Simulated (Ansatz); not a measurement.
# Tl2Ru: the cost of one run

Method: DFT PBE, scalar-relativistic, plane waves, PAW, in Ansatz 0.2.0.

### Step 1. The system as given

The structure is tetragonal, space group I4/mmm (No. 139). The conventional cell has a = 4.504 Å, b = 4.504 Å, c = 7.387 Å, α = 90.00°, β = 90.00°, γ = 90.00°. Tl (site symmetry 4mm) has 1 Tl at 1.37 Å as nearest neighbours. Around Ru (site symmetry 4/mmm) lie 10 Tl at 3.01 to 3.26 Å.

Structure file:

```cif
data_structure
_symmetry_space_group_name_H-M 'P 1'
_symmetry_Int_Tables_number 1
_cell_length_a 4.8771
_cell_length_b 4.8771
_cell_length_c 4.8771
_cell_angle_alpha 124.999
_cell_angle_beta 124.999
_cell_angle_gamma 81.541
_cell_volume 74.93
loop_
_atom_site_label
_atom_site_type_symbol
_atom_site_fract_x
_atom_site_fract_y
_atom_site_fract_z
_atom_site_occupancy
Tl1 Tl 0.59300 0.59300 0.00000 1
Tl2 Tl 0.40700 0.40700 0.00000 1
Ru1 Ru 0.00000 0.00000 0.00000 1
```

(A quick probe on a coarse mesh, which set the mesh and smearing, is not shown.)

### Step 3. Rough relaxation on the coarse mesh

File input.yaml:

```yaml
crystal:
  lattice:
    - [-2.2520333224, 2.2520333224, 3.6935662202]
    - [2.2520333224, -2.2520333224, 3.6935662202]
    - [2.2520333224, 2.2520333224, -3.6935662202]
  atoms:
    - { symbol: Tl, position: [0.593, 0.593, 0.0] }
    - { symbol: Tl, position: [0.407, 0.407, 0.0] }
    - { symbol: Ru, position: [0.0, 0.0, 0.0] }
basis:
  ecutwfc: 420
kpoints:
  mp_grid: { grid: [6, 6, 6] }
hamiltonian:
  xc: pbe
scf:
  occupations: { method: gaussian, width: 0.1 }
  lower_state_search: "off"
output:
  forces: true
  stress: true
  eigenvalues: true
relax:
  adjacent_minimum: "off"
  f_tol: 0.04
  max_steps: 70
  cell: { stress_tol: 0.4 }
```

On the command line:

```
$ ansatz run input.yaml --threads 1 --pin off --max-ram 2560MiB --backend cpu --events-out ev --progress --plain --runs-dir out
```

**Question.** How long does this run take on 1 thread of Intel Xeon Platinum 8375C at 2.90GHz (Ice Lake), shared host, and how much memory does it need?

About 72 s, with a peak of 0.47 GiB.
